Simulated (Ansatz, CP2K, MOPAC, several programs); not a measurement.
What each method gives for In3BiSb2 (ordering on zincblende)

In3BiSb2 as one 6-atom ordering (Imm2) on the zincblende lattice, relaxed with r2SCAN in Ansatz, was computed with several methods. It is orthorhombic, Imm2 (No. 44); a = 4.687 Å, b = 14.052 Å, c = 6.616 Å in the conventional setting, 36.31 Å³ an atom. Sb is surrounded by 4 In at 2.84–2.85 Å; In is surrounded by 3 Sb at 2.84–2.85 Å and 1 Bi at 2.92 Å; Bi is surrounded by 4 In at 2.90–2.92 Å; In is surrounded by 2 Sb at 2.85 Å and 2 Bi at 2.90 Å. The structure was generated, not taken from experiment, and needn't be the ground state; spin polarisation is off.

```
Sb In Bi
1.0
    -2.34346    7.02619    3.30790
     2.34346   -7.02619    3.30790
     2.34346    7.02619   -3.30790
Sb In Bi
2 3 1
Cartesian
  0.0000 4.6780 0.0052
  0.0000 9.3744 0.0052
  2.3435 4.6364 1.6270
  0.0000 2.3898 4.9349
  2.3435 0.0000 1.7066
  0.0000 0.0000 -0.0089
```

Gaps and times are for a single point on this cell; volume and bulk modulus come from each method's own relaxation or energy curve at fixed shape, which is too stiff where a cell has free coordinates or axes. Times are rough, from shared hosts (Arm Neoverse V2), and each method has its own mesh and cell size. A double dagger marks a value from a curve with shape and coordinates held. PM6 (MOPAC), PM7 (MOPAC) treat a cluster of cells at its zone centre, which samples few k points: where these miss a band edge, the gap comes out too large for that reason alone. Gaps from k meshes are read at a limited set of points (mesh, symmetry points, PBE's band edges), so each method's own least gap may be somewhat smaller. xTB and the PM methods were fitted mostly to molecules, and can miss a solid's gap by electronvolts. Minimal bases can be far off for gaps. d marks a direct gap, i an indirect one (no mark: not told apart), a dash a value that wasn't computed or didn't pass its checks.

| method | kind | gap (eV) | own volume (Å³/atom) | bulk modulus (GPa) | atoms computed | processor time |
| --- | --- | --- | --- | --- | --- | --- |
| PM6 (MOPAC) | semi-empirical | 5.54 | – | – | 48 | 3.8 s |
| light PBE (260 eV, its own mesh) | light plane-wave | 0.01 | – | – | 6 | 13 s |
| PM7 (MOPAC) | semi-empirical | 3.72 | – | – | 48 | 18 s |
| PBE/SZV (CP2K) | small basis | 0 | 38.42‡ | 37‡ | 6 | 29 s |
| PBE | semilocal | 0 | 37.72 | 34‡ | 6 | 48 s |
| PBE/DZVP (CP2K) | small basis | 0 | 37.98‡ | 35‡ | 6 | 77 s |
| r2SCAN | semilocal | 0 | 36.31 | 41‡ | 6 | 110 s |

Volumes against r2SCAN's: PBE +3.9 %.

Runs without a result: GFN1-xTB (tblite) (single point), GFN2-xTB (tblite) (single point).

With PBE and r2SCAN the bands overlap or touch, or nearly. Semilocal functionals can close a real gap, so this doesn't show a metal; small gaps of other methods may in turn close between the points read or with spin-orbit coupling, and the solid may be a semimetal.

Spin-orbit coupling is left out; in compounds of Pb, Bi, Tl or Hg it can lower a gap by up to about 1 eV, split its edges or invert the bands.
